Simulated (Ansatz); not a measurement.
# Hf2SnC, space group P6_3/mmc: a relaxation of cell and ions

With the Ansatz DFT code, driven from Python.

Input file `hf2snc.cif`:
```cif
data_Hf2SnC
_cell_length_a 3.326792
_cell_length_b 3.326792
_cell_length_c 14.416280
_cell_angle_alpha 90.00000
_cell_angle_beta 90.00000
_cell_angle_gamma 120.00000
_symmetry_space_group_name_H-M 'P 1'
_symmetry_Int_Tables_number 1
loop_
_symmetry_equiv_pos_as_xyz
'x, y, z'
loop_
_atom_site_label
_atom_site_type_symbol
_atom_site_fract_x
_atom_site_fract_y
_atom_site_fract_z
Hf1 Hf    0.333333    0.666667    0.084388
Hf2 Hf    0.666667    0.333333    0.584388
Hf3 Hf    0.666667    0.333333    0.915612
Hf4 Hf    0.333333    0.666667    0.415612
Sn5 Sn    0.333333    0.666667    0.750000
Sn6 Sn    0.666667    0.333333    0.250000
C7 C    0.000000    0.000000    0.000000
C8 C    0.000000    0.000000    0.500000
```

The cells in order, each with its output:

In [1]:
```python
import json

import ansatz
from ase import Atoms
from ase.io import read
from ase.io import write
import matplotlib.pyplot as plt
import numpy as np
```

In [2]:
```python
def edges_and_angles(cell):
    cell = np.asarray(cell)
    a, b, c = np.linalg.norm(cell, axis=1)
    cosines = cell[1] @ cell[2] / (b * c), cell[0] @ cell[2] / (a * c), cell[0] @ cell[1] / (a * b)
    return (a, b, c, *np.degrees(np.arccos(cosines)))
```

In [3]:
```python
atoms = read('hf2snc.cif')
crystal = ansatz.Crystal.from_ase(atoms)
```

In [4]:
```python
[site.symbol for site in crystal.resolved().sites]
```
Out [4]:
```text
['Hf', 'Hf', 'Hf', 'Hf', 'Sn', 'Sn', 'C', 'C']
```

In [5]:
```python
calculation = (
    crystal.calculation()
    .functional('pbesol')
    .basis(510)
    .kpoints(8, 8, 2)
    .occupations('Marzari-Vanderbilt')
    .relax(fix_cell=['angles'])
    .density()
)
done = calculation.run(threads=1, events_out='hf2snc.ndjson')
with open('hf2snc.ndjson') as stream:
    events = [json.loads(line) for line in stream]
steps = [e['data'] for e in events if e['event'] == 'relax_step']
summary = done.report
```
```text
DeckWarning: the atoms were moved onto the symmetric positions of the space group found under crystal.symmetry.tolerance 1.0e-5 (fractional; no operation is sought that the atoms, as they stand in a round, miss by more than twice it, and no atom is moved by as much as it), and the run uses the moved positions. Before [...]
DeckWarning: crystal.symmetry: narrowed to the stabiliser of the fixed cell quantities (relax.cell.fix) — unitary ops 24 → 8. The narrowing is safe, since a smaller group never makes results wrong: the run goes on under it, on as many k-points as the starting group would need, or more. Excluded: 16 operations that [...]
```

In [6]:
```python
summary['n_electrons']
```
Out [6]:
```text
140.0
```

In [7]:
```python
summary['n_iterations'], summary['closed_by']
```
Out [7]:
```text
(6, 'deck_thresholds')
```

In [8]:
```python
summary['kpoints_frac'][:4]
```
Out [8]:
```text
[[0.0, 0.0, 0.0], [0.0, 0.0, -0.5], [0.0, 0.125, 0.0], [0.0, 0.125, -0.5]]
```

In [9]:
```python
print('step   energy (eV)     max comp. (eV/A)   P (GPa)  SCF')
for s in steps:
    print(f'{s["step"]:4d} {s["lagrangian_ev"]:15.5f} {s["allowed_force_max_ev_ang"]:12.4f} {s["pressure_gpa"]:10.3f} {s["n_scf"]:5d}')
```
```text
step   energy (eV)     max comp. (eV/A)   P (GPa)  SCF
   1    -74791.66966       0.0601     -2.469     8
   2    -74791.63486       0.4460      3.472     6
   3    -74791.70239       0.0122     -0.108    11
   4    -74791.70246       0.0030     -0.000     5
   5    -74791.70231       0.0029     -0.001     6
```

In [10]:
```python
first, last = steps[0], steps[-1]
symbols = [site.symbol for site in done.lattice.sites]
print(f'energy gained {first["lagrangian_ev"] - last["lagrangian_ev"]:.4f} eV in {len(steps) - 1} steps')
for label, vectors in (('before', first['cell_ang']), ('after', done.lattice.cell_ang)):
    print(label, 'a b c (A) {:.4f} {:.4f} {:.4f}  angles {:.2f} {:.2f} {:.2f}'.format(*edges_and_angles(vectors)), f' V = {abs(np.linalg.det(vectors)):.3f} A^3')
print('final stress xx yy zz (GPa, compression positive):', np.round(np.diag(summary['stress_gpa']), 3) + 0.0)
```
```text
energy gained 0.0327 eV in 4 steps
before a b c (A) 3.3268 3.3268 14.4163  angles 90.00 90.00 120.00  V = 138.177 A^3
after a b c (A) 3.2885 3.2885 14.4724  angles 90.00 90.00 120.00  V = 135.537 A^3
final stress xx yy zz (GPa, compression positive): [ 0.009  0.009 -0.02 ]
```

In [11]:
```python
relaxed = Atoms(symbols, positions=[site.position_ang for site in done.lattice.sites], cell=done.lattice.cell_ang, pbc=True)
write('relaxed.extxyz', relaxed, format='extxyz')
```

In [12]:
```python
change = np.array(last['positions_ang']) @ np.linalg.inv(last['cell_ang']) - np.array(first['positions_ang']) @ np.linalg.inv(first['cell_ang'])
moved = np.linalg.norm(change @ np.array(last['cell_ang']), axis=1)
print('displacement within the cell, strain taken out (A):', ' '.join(f'{s}:{d:.3f}' for s, d in zip(symbols, moved)))
```
```text
displacement within the cell, strain taken out (A): Hf:0.011 Hf:0.011 Hf:0.011 Hf:0.011 Sn:0.000 Sn:0.000 C:0.000 C:0.000
```

In [13]:
```python
print('atom   start x y z (A)              end x y z (A)')
for symbol, a, b in zip(symbols, first['positions_ang'], last['positions_ang']):
    print(f'{symbol:3s}', ' '.join(f'{v:8.4f}' for v in a), '  ', ' '.join(f'{v:8.4f}' for v in b))

print('relaxed fractional positions')
for site in done.lattice.sites:
    print(f'  {site.symbol:2s}', ' '.join(f'{v % 1:8.5f}' for v in np.round(site.position_frac, 5)))
```
```text
atom   start x y z (A)              end x y z (A)
Hf    0.0000   1.9207   1.2166     -0.0000   1.8986   1.2324
Hf    1.6634   0.9604   8.4247      1.6442   0.9493   8.4686
Hf    1.6634   0.9604  13.1997      1.6442   0.9493  13.2400
Hf    0.0000   1.9207   5.9916     -0.0000   1.8986   6.0038
Sn    0.0000   1.9207  10.8122      0.0000   1.8986  10.8543
Sn    1.6634   0.9604   3.6041      1.6442   0.9493   3.6181
C     0.0000   0.0000   0.0000     -0.0000  -0.0000   0.0000
C     0.0000   0.0000   7.2081     -0.0000  -0.0000   7.2362
relaxed fractional positions
  Hf  0.33333  0.66667  0.08516
  Hf  0.66667  0.33333  0.58516
  Hf  0.66667  0.33333  0.91484
  Hf  0.33333  0.66667  0.41484
  Sn  0.33333  0.66667  0.75000
  Sn  0.66667  0.33333  0.25000
  C   0.00000  0.00000  0.00000
  C   0.00000  0.00000  0.50000
```

In [14]:
```python
n_atoms = len(summary['lattice']['sites'])
print('F =', round(summary['free_energy_ev'], 4), 'eV for', n_atoms, 'atoms')
print('E(sigma -> 0) =', round(summary['energy_sigma0_ev'], 4), 'eV, TS =', round(summary['entropy_ts_ev'], 5), 'eV')
print('closed by', summary['closed_by'], 'after', summary['n_iterations'], 'iterations')
```
```text
F = -74791.7023 eV for 8 atoms
E(sigma -> 0) = -74791.6995 eV, TS = 0.00842 eV
closed by deck_thresholds after 6 iterations
```

In [15]:
```python
field = sum(channel.density_e_per_ang3 for channel in done.density().channels[:2])
fig, ax = plt.subplots(figsize=(4, 3.4))
shown = ax.imshow(np.log10(np.clip(field[:, :, 0].T, 1e-3, None)), origin='lower', extent=(0, 1, 0, 1))
fig.colorbar(shown, label='log10 density (e/A^3)')
ax.set(xlabel='fraction of grid vector 1', ylabel='fraction of grid vector 2')
fig.savefig('density_plane.png', dpi=100)
print(f'plane through the origin: {field[:, :, 0].min():.4f} to {field[:, :, 0].max():.4f} e/A^3')
```
```text
plane through the origin: 0.2219 to 1.7360 e/A^3
```

It writes `relaxed.extxyz`:
```text
8
Lattice="3.2884679963247287 -3.988893946549725e-19 1.3054608125706893e-100 -1.6442339981623637 2.847896824349327 -2.546259022988754e-100 5.65706801117911e-100 -9.474772734173587e-100 14.472387640907876" Properties=species:S:1:pos:R:3 pbc="T T T"
Hf      -0.00000000       1.89859788       1.23243226
Hf       1.64423400       0.94929894       8.46862608
Hf       1.64423400       0.94929894      13.23995538
Hf      -0.00000000       1.89859788       6.00376156
Sn       0.00000000       1.89859788      10.85429073
Sn       1.64423399       0.94929894       3.61809691
C       -0.00000000      -0.00000000       0.00000000
C       -0.00000000      -0.00000000       7.23619382
```

What to keep in mind:
- Total energies depend on the potentials; only differences at equal settings carry meaning. A total without «per atom» is that of the whole cell that was run.
- Spin is left out of this run.
- The mesh is modest for a metal, so energies can be off by several to tens of meV an atom and pressures by half a GPa or more; differences at equal mesh fare better.
- Energies along a relaxation are free energies. Rows at an unchanged volume are solved on a plane-wave basis chosen afresh for that cell, so the energy can jump there; the script counts such rows among its steps.
- Spin-orbit coupling, which matters for elements this heavy, is left out.
- Densities and potentials on the grid are those of the valence electrons, and inside the cores they hang on the potentials used.
- The structure comes from a database of computed cells and needn't be a stable or known phase.
- Warnings are shown shortened and without file and line.
- Hardware and time: 2.8 min on 1 thread of Arm Neoverse V1, with other jobs on the host, peak memory 0.9 GiB.
